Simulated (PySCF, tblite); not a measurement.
# C₄H₁₂NPSi₂: geometry, infrared bands and NMR shifts

Wanted: the infrared bands and NMR shifts of C₄H₁₂NPSi₂ (`C=C[Si@@]1(N)CC[SiH2]P1`), by calculation.

Computed with tblite 0.8.0 and PySCF 2.14.0, with density-fitted response routines of our own, on a single molecule in the gas phase. Atoms count from 0, in the outputs and in this text.

### Step 1. Starting geometry

20 atoms, charge 0, multiplicity 1; geometry from: force field or distance geometry start.

Bonds of the start (Å): C0–C1 1.34, C1–Si2 1.80, Si2–N3 1.71, Si2–C4 1.87, C4–C5 1.54, C5–Si6 1.88, Si6–P7 2.24, P7–Si2 2.22, C0–H8 1.09, C0–H9 1.08, C1–H10 1.10, N3–H11 1.02, N3–H12 1.01, C4–H13 1.09, C4–H14 1.09, C5–H15 1.08, C5–H16 1.09, Si6–H17 1.48, Si6–H18 1.49, P7–H19 1.41.

### Step 2. Relaxing the molecule with GFN2-xTB

Job settings and geometry (Å):

```
{"job": {"kind": "relax", "xc": "GFN2-xTB", "basis": "xTB"}, "charge": 0, "multiplicity": 1}
C      3.014000     0.973000     0.844500
C      2.067000     0.020700     0.777100
Si     0.534400     0.048000    -0.166400
N      0.892100     0.440300    -1.789000
C     -0.527300    -1.486000    -0.011300
C     -2.026300    -1.145200    -0.125200
Si    -2.417100     0.361200     0.932300
P     -0.730500     1.762300     0.465300
H      2.919400     1.911700     0.306600
H      3.889200     0.845700     1.462600
H      2.216900    -0.895100     1.359300
H      1.637600    -0.176300    -2.107700
H      1.273000     1.376100    -1.798800
H     -0.325300    -1.955300     0.950800
H     -0.262500    -2.214900    -0.780100
H     -2.285700    -0.921800    -1.152600
H     -2.623800    -2.002000     0.187800
H     -3.726200     0.962700     0.592800
H     -2.336300     0.008500     2.380500
H     -1.187800     2.097300    -0.826600
```

On the command line:

```sh
$ OMP_NUM_THREADS=1 python probes_run.py task.json out
```

This one command runs all jobs of the session in turn.

**Question.** This job is followed by: GFN2-xTB harmonic vibrations, gas phase; GIAO PBE0/pcSseg-1 NMR shielding, non-relativistic, gas phase. Predict these results of the whole session: strongest single infrared mode (GFN2-xTB); zero-point energy (GFN2-xTB); ¹³C shifts against TMS (PBE0/pcSseg-1); ¹H shifts against TMS (PBE0/pcSseg-1, means over atoms taken as alike); ²⁹Si shifts against TMS (PBE0/pcSseg-1); ¹⁵N shifts against NH3 (PBE0/pcSseg-1); ³¹P shifts against H3PO4 (PBE0/pcSseg-1); surface potential, 1st and 99th percentile.

The runs gave:

```
                                                              quantity                                                                 value
                             strongest single infrared mode (GFN2-xTB)                                                 2230 cm⁻¹, 302 km/mol
                                          zero-point energy (GFN2-xTB)                                                         93.3 kcal/mol
                                ¹³C shifts against TMS (PBE0/pcSseg-1)                                          149.6, 145.0, 17.6, 14.1 ppm
¹H shifts against TMS (PBE0/pcSseg-1, means over atoms taken as alike)  6.66, 6.60, 6.25, 4.79, 4.12, 1.40, 1.25, 0.97, 0.49, 0.39, 0.00 ppm
                               ²⁹Si shifts against TMS (PBE0/pcSseg-1)                                                       25.9, -27.7 ppm
                                ¹⁵N shifts against NH3 (PBE0/pcSseg-1)                                                              27.3 ppm
                              ³¹P shifts against H3PO4 (PBE0/pcSseg-1)                                                            -324.8 ppm
                                 surface potential, 1st and 99th percentile                                                    -1.25 V and 1.49 V
```

**Reading.** Relaxing lowered the energy by 0.404 eV in 55 steps; the close pair that moved most is C1–Si2, from 1.800 to 1.895 Å. The lowest mode is imaginary (50i cm⁻¹), so the xTB geometry is not a minimum. The strongest single mode, at 2230 cm⁻¹, moves mainly H17. GFN2-xTB is a fitted tight-binding method: band positions and strengths are rough. Its intensities can rank the bands wrongly. By nearest atom (PBE0/pcSseg-1), the HOMO sits on P7 58 %; N3 8 % and the LUMO on C0, C1 about 24 % each; Si2 11 %.
